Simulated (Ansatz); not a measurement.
# CH7FOSi2: the cost of one run

All numbers below are computed with Ansatz 0.2.0 (RKS PBE/def2-SVP).

## Step 1: The system as given

Bond lengths: O1–C2 1.431 Å, C2–Si3 1.841 Å, Si3–Si4 2.331 Å, Si4–F5 1.606 Å, O1–H6 0.909 Å, C2–H7 1.074 Å, C2–H8 1.110 Å, Si3–H9 1.495 Å, Si3–H10 1.535 Å, Si4–H11 1.521 Å, Si4–H12 1.432 Å. Angles (14 of 19 angles, heavy atoms first): O1–C2–Si3 115.3°, C2–Si3–Si4 110.5°, Si3–Si4–F5 109.3°, O1–C2–H7 108.3°, O1–C2–H8 109.7°, Si3–C2–H7 108.3°, Si3–C2–H8 106.8°, C2–O1–H6 111.3°, C2–Si3–H9 109.9°, C2–Si3–H10 111.2°, Si4–Si3–H9 111.7°, Si4–Si3–H10 109.7°, Si3–Si4–H11 105.3°, Si3–Si4–H12 112.7°.

Coordinates:

```xyz
12

O    -1.8491   -0.1439    1.9236
C    -1.2563    0.1520    0.6552
Si    0.5375   -0.2359    0.5163
Si    1.3203    0.2762   -1.6192
F     0.9359    1.7945   -1.9748
H    -1.8176   -1.0341    2.1034
H    -1.7807   -0.4039   -0.0997
H    -1.3680    1.2345    0.4342
H     0.7767   -1.6705    0.8631
H     1.3545    0.5313    1.5648
H     0.5004   -0.5872   -2.5660
H     2.7235    0.0317   -1.7668
```

## Step 2: Relaxing end A

input.yaml reads:

```yaml
crystal:
  periodic: [false, false, false]
  atoms:
    - { symbol: O, position_ang: [-1.8491, -0.1439, 1.9236] }
    - { symbol: C, position_ang: [-1.2563, 0.152, 0.6552] }
    - { symbol: Si, position_ang: [0.5375, -0.2359, 0.5163] }
    - { symbol: Si, position_ang: [1.3203, 0.2762, -1.6192] }
    - { symbol: F, position_ang: [0.9359, 1.7945, -1.9748] }
    - { symbol: H, position_ang: [-1.8176, -1.0341, 2.1034] }
    - { symbol: H, position_ang: [-1.7807, -0.4039, -0.0997] }
    - { symbol: H, position_ang: [-1.368, 1.2345, 0.4342] }
    - { symbol: H, position_ang: [0.7767, -1.6705, 0.8631] }
    - { symbol: H, position_ang: [1.3545, 0.5313, 1.5648] }
    - { symbol: H, position_ang: [0.5004, -0.5872, -2.566] }
    - { symbol: H, position_ang: [2.7235, 0.0317, -1.7668] }
basis:
  gaussian: { orbitals: def2-SVP }
hamiltonian:
  xc: pbe
relax:
  f_tol: 0.015
  max_steps: 40
```

Run with:

```console
> ansatz run input.yaml --threads 2 --pin off --max-ram 3072MiB --backend cpu --events-out ev --progress --plain --runs-dir out
```

**Question.** How long does this run take on 2 threads of Arm Neoverse V1, shared host, and how much memory does it need?

About 21 s, with a peak of 0.15 GiB.
